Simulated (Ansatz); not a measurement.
Cu, space group I4/mmm: an all-electron equation of state, run with Ansatz's Python interface.

`cu.py`
```python
'''All-electron equation of state of Cu.'''

import logging
import sys

import ansatz
from ase.eos import EquationOfState
from ase.units import GPa
import numpy as np

logging.basicConfig(stream=sys.stdout, format='%(levelname)s %(message)s')
logger = logging.getLogger('cu')
logger.setLevel(logging.INFO)

OCCUPATIONS = 'fermi_dirac'
KMESH = (14, 14, 14)

vectors0 = np.array([
    [-1.44279332, 1.44279332, 1.37608145],
    [1.44279332, -1.44279332, 1.37608145],
    [1.44279332, 1.44279332, -1.37608145],
])
sites = [
    ('Cu', (0.0, 0.0, 0.0)),
]


def make_crystal(cell):
    crystal = ansatz.Crystal(lattice=ansatz.Lattice.of(cell))
    for symbol, position in sites:
        crystal = crystal.atom(symbol, position)
    return crystal


def main() -> None:
    volumes, energies = [], []
    for scale in np.linspace(0.92, 1.08, 5):
        cell = vectors0 * scale ** (1 / 3)
        job = make_crystal(cell).calculation()
        job = job.functional(ansatz.Functional.PBESOL)
        job = job.occupations(OCCUPATIONS)
        job = job.kpoints(*KMESH).pseudopotentials('all_electron', lapw=True)
        summary = job.run(threads=1, backend='cpu').report
        volumes.append(abs(np.linalg.det(cell)) / len(sites))
        energies.append(summary['free_energy_ev'] / len(sites))
        logger.info(f'{scale:.3f} {volumes[-1]:9.4f} A^3/atom {energies[-1]:16.5f} eV/atom  (estimated basis error {1000 * summary["lapw_basis_errors"]["total_ev_per_atom"]:.2f} meV/atom)')
    v0, e0, bulk = EquationOfState(volumes, energies, eos='birchmurnaghan').fit()
    logger.info(f'V0 = {v0:.4f} A^3/atom, B0 = {bulk / GPa:.1f} GPa')


if __name__ == '__main__':
    main()
```

From its runs, with one value withheld:

| V (Å³/atom) | F less the lowest row shown (meV/atom) |
| --- | --- |
| 10.541 | ? |
| 11.000 | 5.93 |
| 11.458 | 0.00 |
| 11.916 | 12.31 |
| 12.375 | 38.90 |

What is the missing energy at 10.541 Å³ an atom?

A third-order Birch-Murnaghan fit, E = E0 + (9 V0 B0 / 16) [(t - 1)³ B' + (t - 1)² (6 - 4t)] with t = (V0/V)^(2/3), through the 4 rows shown gives V0 = 11.361 Å³, B0 = 165.7 GPa, B' = 5.07 and E0 = -0.42 meV. At V = 10.541 Å³, t = 1.05120, and the fit extrapolates to 35.18 meV. The run gave 35.11 meV, a miss of 0.06 meV.

Caveats:
- The run is spin-unpolarised.
- Shape and fractional positions are held along the curve, so the bulk modulus is an upper value where they are free to relax.
- For a metal this k-point mesh is coarse: on a finer one energies can move by several to tens of meV an atom and pressures by half a GPa or more, differences at one mesh by less.
- This isn't the structure that Cu takes at ambient conditions.
- Hardware and time: 48 s on 1 thread of Intel(R) Xeon(R) 6975P-C (Granite Rapids), with other jobs on the host, peak memory 0.54 GiB.
